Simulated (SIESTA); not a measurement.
# Ge2Sb2Te5 under changes of volume

One of the cells (32.546 Å³/atom); the others are scaled copies at fixed shape and fractional positions:

```
Te Sb Ge
1.0
     6.88443   -3.08631    0.00000
     6.88443    3.08631    0.00000
    -6.87622    0.00000    6.89296
Te Sb Ge
5 2 2
Direct
  0.59470 0.59470 0.38643
  0.79529 0.79529 0.19611
  0.00832 0.00832 0.00643
  0.20652 0.20652 0.80980
  0.39996 0.39996 0.59712
  0.90171 0.90171 0.58787
  0.11187 0.11187 0.41735
  0.28429 0.28429 0.18783
  0.49734 0.49734 0.01104
```

The cell comes from a database or a generator and needn't be the stable form of this composition.

```yaml
Program: SIESTA 5.4.2
Functional: PBE
Potentials_or_basis: PseudoDojo 0.4 standard (PBE files)
Basis: DZP (energy shift 0.003 Ry; two zetas on semicore shells)
Grid_cutoff: 800 Ry
Energy_shift: 0.003 Ry
k_mesh: 5 × 5 × 4
Occupations: fermi-dirac, width 0.05 eV
Spin: no spin polarisation
```

| volume (Å³/atom) | energy over the lowest point (meV/atom) | pressure (GPa) | gap on the mesh (eV) | largest force (eV/Å) |
| --- | --- | --- | --- | --- |
| 29.994 | 32.83 | 4.4 | 0.18 | 0.644 |
| 30.632 | 17.81 | 3.1 | 0.20 | 0.518 |
| 31.270 | ? | ? | ? | ? |
| 32.546 | 0.00 | 0.0 | 0.25 | 0.197 |
| 33.184 | 1.60 | -0.8 | 0.27 | 0.126 |
| 33.823 | 6.15 | -1.5 | 0.29 | 0.184 |

What does the run at 31.270 Å³/atom give?

Energy over the lowest point 7.59 meV/atom; pressure 2.0 GPa; gap on the mesh 0.22 eV; largest force 0.397 eV/Å.

Worked out: A Birch-Murnaghan fit of order 3 (a polynomial in V^(-2/3)) to the other rows has its minimum at 32.57 Å³/atom with B0 = V·E''(V) = 44 GPa and B' = 5.1 at fixed shape and positions, which overstates the stiffness. It gives 7.68 meV/atom at 31.270 Å³/atom, against the run's 7.59, and -dE/dV = 2.0 GPa, against 2.0. A straight line through the other rows of the gap, of slope 0.897 eV per unit of ln V, gives 0.22 eV, against the run's 0.22.

Energies are extrapolated to zero smearing.

Caveats: spin-orbit coupling is left out, which moves the levels of the heavy elements; an odd mesh through Γ misses points on the zone boundary, where band edges often lie; the basis of atomic orbitals isn't converged, which shifts pressures, moduli and gaps.
